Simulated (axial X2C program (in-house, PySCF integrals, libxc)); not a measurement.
# SeCr: bond curves with and without spin–orbit coupling

Aim: find the lowest determinant of SeCr, scan the bond at several levels and fit the constants, once spin-free and once with spin–orbit coupling.

Program: an in-house X2C program for linear molecules on PySCF integrals. Level of theory: all-electron X2C, Se dyall-cv3z, Cr dyall-cv3z. These are calculated values, not measurements.

## (1) Set-up

Input file task.json:

```json
{
 "zs": [
  34,
  24
 ],
 "q": 0,
 "bas": [
  "dyall-cv3z",
  "dyall-cv3z"
 ],
 "levels": [
  "PBE0",
  "HF",
  "BHandHLYP"
 ],
 "cc": true,
 "r0": 2.18,
 "thr": -2.0,
 "nmax": 90,
 "npts": 10,
 "nst": 2,
 "ntry": 6
}
```

Keys: zs atomic numbers; q charge; bas basis sets; levels methods (HF also brings MP2); cc coupled cluster on or off; r0 starting distance in Å; thr threshold in hartree for freezing inner shells (an s shell follows its p shell); nmax most natural virtual spinors; npts points asked for on the curve; nst determinants followed; ntry starts of the search.

Command:

```console
$ python so2c.py task.json out
```

Spin-free means the one-electron spin-free X2C Hamiltonian; two-component (2c) means X2C with spin–orbit coupling and atomic mean-field two-electron Coulomb and Gaunt terms. Basis: Se dyall-cv3z contracted to [8s9p6d4f1g], Cr dyall-cv3z contracted to [9s10p6d3f2g]; Gaussian nuclei, density fitting. Masses: Se 79.917 u, Cr 51.941 u.

Notation: σ, π±, δ± give the projection m of an orbital's angular momentum (0, ±1, ±2), α and β its spin, Λ and M_S the sums; ω is the projection of a spinor's total angular momentum and Ω the sum. Logs are in hartree.

The results follow Hamiltonian by Hamiltonian and level by level.

## (2) Search for the lowest determinant

PBE0 moves the distance from 2.180 Å to 2.267 Å and compares determinants there.

Spin-free determinants:

| ΔE (eV) | state | open shells |
| --- | --- | --- |
| 0.00 | M_S = 2, Λ = 1 | beyond closed shells: σα, π+α, δ+α, δ-α |
| 0.67 | M_S = 3, Λ = 1 | beyond closed shells: σα, 2 × π+α, π+β, 2 × π-α, δ+α, δ-α |
| 0.93 | M_S = 2, Λ = 0 | beyond closed shells: π+α, π-α, δ+α, δ-α |
| 1.18 | M_S = 2, Λ = 0 | beyond closed shells: 2 × σα, δ+α, δ-α |
| 1.53 | M_S = 2, Λ = 2 | beyond closed shells: σα, π+α, π-α, δ+α |
| 1.53 | M_S = 1, Λ = 0 | beyond closed shells: δ+α, δ-α |
| 1.54 | M_S = 3, Λ = 0 | beyond closed shells: 2 × σα, π+α, π-α, δ+α, δ-α |

Two-component determinants:

```json
{"ΔE (eV)": "0.00", "state": "Ω = 1", "open shells": "excess of +ω over −ω: ω = -3/2, ω = 5/2"}
{"ΔE (eV)": "0.16", "state": "Ω = 3", "open shells": "excess of +ω over −ω: ω = 1/2, ω = 5/2"}
{"ΔE (eV)": "0.65", "state": "Ω = 4", "open shells": "excess of +ω over −ω: ω = 3/2, ω = 5/2"}
{"ΔE (eV)": "0.85", "state": "Ω = 2", "open shells": "excess of +ω over −ω: ω = -1/2, ω = 5/2"}
{"ΔE (eV)": "1.26", "state": "Ω = 2", "open shells": "excess of +ω over −ω: 2 × ω = 1/2, ω = -3/2, ω = 5/2"}
{"ΔE (eV)": "1.64", "state": "Ω = 0", "open shells": "excess of +ω over −ω: 2 × ω = 1/2, ω = 3/2, ω = -5/2"}
{"ΔE (eV)": "2.00", "state": "Ω = 3", "open shells": "excess of +ω over −ω: ω = 1/2, ω = 5/2"}
```

## (3) PBE0, spin-free

State followed: M_S = 2, Λ = 1 (beyond closed shells: σα, π+α, δ+α, δ-α). The scan is laid around 2.267 Å, a first estimate of the minimum, and this SCF restarts from the orbitals of the search.

Output at 2.267 Å:

```text
spin-free X2C-1e  PBE0
basis functions 210  fitting functions 1198  grid points 5799
iter        total energy     max residual
   1      -3480.307036271     1.20e-05
   2      -3480.307036264     3.37e-05
   3      -3480.307036274     7.58e-06
   4      -3480.307036274     5.17e-06
converged
one-electron -5208.22123055  Coulomb 1674.80996025  exact exchange -33.71573067  xc functional -103.65582008  nuclear repulsion 190.47578479
```

Along the bond, energies from the lowest point:

```csv
R (Å),E (eV),μ (D),HOMO (eV),LUMO (eV),iterations
1.972,0.7078,4.53,-5.33,-3.13,15
2.063,0.2781,4.83,-5.37,-3.25,13
2.131,0.1034,5.01,-5.38,-3.31,13
2.199,0.0187,5.14,-5.39,-3.35,13
2.267,0.0000,5.25,-5.39,-3.38,4
2.346,0.0372,5.34,-5.39,-3.40,13
2.426,0.1181,5.42,-5.40,-3.40,12
2.528,0.2624,5.51,-5.41,-3.38,13
2.652,0.4733,5.64,-5.41,-3.35,13
2.834,0.8050,5.85,-5.40,-3.28,13
```

Dipoles are positive if Cr is the positive end.

Outer orbitals at the reference distance:

```json
{"symmetry": "σβ", "occupied": "yes", "ε (eV)": "-18.17", "atomic character": "79% Se s, 9% Cr p, 7% Cr d"}
{"symmetry": "σα", "occupied": "yes", "ε (eV)": "-17.21", "atomic character": "77% Se s, 9% Cr p, 8% Cr d"}
{"symmetry": "σα", "occupied": "yes", "ε (eV)": "-7.90", "atomic character": "50% Cr d, 42% Se p, 4% Se s"}
{"symmetry": "π+α", "occupied": "yes", "ε (eV)": "-7.74", "atomic character": "82% Cr d, 17% Se p"}
{"symmetry": "σβ", "occupied": "yes", "ε (eV)": "-7.42", "atomic character": "79% Se p, 9% Cr s, 7% Cr d"}
{"symmetry": "δ+α", "occupied": "yes", "ε (eV)": "-7.17", "atomic character": "100% Cr d"}
{"symmetry": "δ-α", "occupied": "yes", "ε (eV)": "-7.12", "atomic character": "100% Cr d"}
{"symmetry": "π-α", "occupied": "yes", "ε (eV)": "-7.03", "atomic character": "78% Cr d, 20% Se p"}
{"symmetry": "π-β", "occupied": "yes", "ε (eV)": "-6.75", "atomic character": "86% Se p, 9% Cr d, 5% Cr p"}
{"symmetry": "π+β", "occupied": "yes", "ε (eV)": "-6.75", "atomic character": "86% Se p, 9% Cr d, 5% Cr p"}
{"symmetry": "σα", "occupied": "yes", "ε (eV)": "-6.34", "atomic character": "43% Cr s, 33% Cr d, 22% Se p"}
{"symmetry": "π+α", "occupied": "yes", "ε (eV)": "-5.39", "atomic character": "67% Se p, 20% Cr d, 12% Cr p"}
{"symmetry": "π-α", "occupied": "no", "ε (eV)": "-3.38", "atomic character": "60% Se p, 23% Cr d, 17% Cr p"}
{"symmetry": "σα", "occupied": "no", "ε (eV)": "-2.66", "atomic character": "39% Cr p, 31% Cr s, 18% Se p"}
{"symmetry": "σβ", "occupied": "no", "ε (eV)": "-1.86", "atomic character": "72% Cr s, 20% Cr p, 3% Cr d"}
{"symmetry": "π+α", "occupied": "no", "ε (eV)": "-0.47", "atomic character": "84% Cr p, 8% Se p, 5% Cr d"}
```

PBE0 fields in the half plane through the axis: z from -2.4 to 4.5 Å across, distance from the axis 0.15 to 2.25 Å upwards; Se lies at z = 0 and Cr at z = 2.267 Å; the ELF is damped to zero where the density is low.

log10 density (e/bohr³). Ten even steps from ' ' (-4.44 ) to '@' (1.42 ):
```
    ......::::::::::::::::::::::::::::......    
  ....::::::----------------------::::::......  
  ..::::------======------------------::::....  
....::----==========================----::::....
..::::--====++++++++++++======++++====----::....
..::----==++++******++++++++++****++++==--::::..
..::--====++**######**++++++**######++==--::::..
::::--==++++**%%@@%%****++**##%%@@##**==--::::..
```

ELF. Ten even steps from ' ' (0.00 ) to '@' (0.83 ):
```
          ..::::::::::......::::::::::..        
      ..::--====++====--::::----------::..      
    ..::==++**######**++==------------::::..    
    ::==**%%%%@@@@%%%%##++--::::------::....    
  ..--**%%@@@@@@@@@@@@%%**::::------::....      
  ::==##@@@@%%++--++%%@@++::--****==::..        
  ::++%%@@@@==::++::--%%++::##@@@@%%==..        
  --**%%@@%%::@@::@@::##==--@@::==@@**..        
```

Re = 2.256 Å, ωe = 305 cm⁻¹, ωexe = 1.26 cm⁻¹, Be = 0.1052 cm⁻¹, De = 2.62 eV, μ = 5.23 D. ⟨S²⟩ = 6.64 against 6.00 for a pure state, so this determinant mixes spins.

## (4) HF, spin-free

Output at 2.267 Å:

```text
spin-free X2C-1e  HF
basis functions 210  fitting functions 1198  grid points 5799
iter        total energy     max residual
   1      -3477.798408221     1.70e-01
   2      -3477.837855955     1.08e-02
   3      -3477.844102970     1.10e-02
   4      -3477.846729488     1.03e-02
   5      -3477.848772869     8.66e-03
   6      -3477.850289278     4.65e-03
   7      -3477.850725263     1.71e-03
   8      -3477.850789157     1.43e-03
   9      -3477.850846279     9.05e-04
  10      -3477.850879395     7.62e-04
  11      -3477.850910985     5.47e-04
  12      -3477.850938975     2.92e-04
  13      -3477.850952031     8.80e-05
  14      -3477.850953835     5.36e-05
  15      -3477.850954012     1.47e-05
  16      -3477.850954025     5.43e-06
  17      -3477.850954025     1.73e-06
converged
one-electron -5209.42511106  Coulomb 1676.21933690  exact exchange -135.12096465  xc functional 0.00000000  nuclear repulsion 190.47578479
```

Re = 2.495 Å, ωe = 233.9 cm⁻¹, ωexe = 0.74 cm⁻¹, Be = 0.08603 cm⁻¹, De = 1.01 eV, μ = 6.79 D. ⟨S²⟩ = 7.04 against 6.00 for a pure state, so this determinant mixes spins.

## (5) BHandHLYP, spin-free

The SCF at the reference distance of 2.267 Å:

```text
spin-free X2C-1e  BHandHLYP
basis functions 210  fitting functions 1198  grid points 5799
iter        total energy     max residual
   1      -3480.717691785     4.55e-02
   2      -3480.721657703     5.86e-03
   3      -3480.721832310     9.16e-03
   4      -3480.722527399     4.09e-03
   5      -3480.722685309     1.95e-03
   6      -3480.722897621     1.46e-03
   7      -3480.723009786     7.11e-04
   8      -3480.723038873     4.00e-04
   9      -3480.723050995     2.75e-04
  10      -3480.723059827     9.09e-05
  11      -3480.723060654     1.69e-05
  12      -3480.723060692     9.03e-06
  13      -3480.723060693     3.72e-06
converged
one-electron -5209.19110111  Coulomb 1675.86687965  exact exchange -67.48851978  xc functional -70.38610424  nuclear repulsion 190.47578479
```

Re = 2.341 Å, ωe = 263.7 cm⁻¹, ωexe = 0.638 cm⁻¹, Be = 0.09769 cm⁻¹, De = 2.38 eV, μ = 5.66 D. ⟨S²⟩ = 6.86 against 6.00 for a pure state, so this determinant mixes spins.

## (6) MP2 and beyond, spin-free

Correlated methods: 12 electrons correlated (frozen shells, counted by type: Se 3 s, 2 p, 1 d; Cr 3 s, 2 p), 278 virtual spinors in MP2, 90 natural virtuals in coupled cluster.

Output of the correlated part at 2.267 Å:

```text
correlated 12  virtual 278  natural virtual 90  E(MP2) -0.250781022  MP2 remainder -0.011983247
iter   CCSD correlation   residual
   1     -0.253285015   1.09e-01
   2     -0.259696968   5.40e-02
   3     -0.262452150   3.38e-02
   4     -0.263653781   2.36e-02
   5     -0.264626402   1.41e-02
   6     -0.264926118   7.04e-03
   7     -0.265015260   3.06e-03
   8     -0.265031550   1.38e-03
   9     -0.265034025   7.27e-04
  10     -0.265047712   3.92e-04
  11     -0.265045657   1.68e-04
  12     -0.265048500   8.17e-05
  13     -0.265048239   4.00e-05
  14     -0.265048400   1.90e-05
  15     -0.265048604   8.56e-06
  16     -0.265048672   3.93e-06
  17     -0.265048695   1.85e-06
  18     -0.265048709   9.68e-07
(T) -0.011886541  T1 0.0614  D1 0.1867  max T2 0.082
```

T1 in the output is the amplitude norm over the root of the electron number; divide by √2 for the Lee–Taylor value.

MP2: No constants are quoted: the reference is strongly spin-contaminated.

CCSD: Re = 2.327 Å, ωe = 268.5 cm⁻¹, Be = 0.09891 cm⁻¹, De = 2.28 eV. T1 at Re = 0.039 (Lee–Taylor, the printed value over √2).

CCSD(T): Re = 2.299 Å, ωe = 276.0 cm⁻¹, Be = 0.1013 cm⁻¹, De = 2.43 eV. T1 at Re = 0.041 (Lee–Taylor, the printed value over √2).

## (7) A higher determinant, spin-free

State: M_S = 3, Λ = 1 (beyond closed shells: σα, 2 × π+α, π+β, 2 × π-α, δ+α, δ-α).

Output at the reference distance:

```text
spin-free X2C-1e  PBE0
basis functions 210  fitting functions 1198  grid points 5799
iter        total energy     max residual
   1      -3480.282474707     4.81e-05
   2      -3480.282474685     8.98e-05
   3      -3480.282474736     1.20e-05
   4      -3480.282474740     9.26e-06
   5      -3480.282474742     6.35e-06
   6      -3480.282474743     9.05e-07
converged
one-electron -5208.29840370  Coulomb 1674.95760805  exact exchange -33.73554396  xc functional -103.68191992  nuclear repulsion 190.47578479
```

| R (Å) | E above the lowest PBE0 point (eV) |
| --- | --- |
| 1.972 | 2.253 |
| 2.063 | 1.489 |
| 2.131 | 1.102 |
| 2.199 | 0.838 |
| 2.267 | 0.668 |
| 2.346 | 0.564 |
| 2.426 | 0.534 |
| 2.528 | 0.575 |
| 2.652 | 0.704 |

Re = 2.424 Å, ωe = 274.6 cm⁻¹, ωexe = 0.877 cm⁻¹, Be = 0.09111 cm⁻¹, μ = 4.81 D. Te = 0.53 eV.

[end of part 1 of 2]
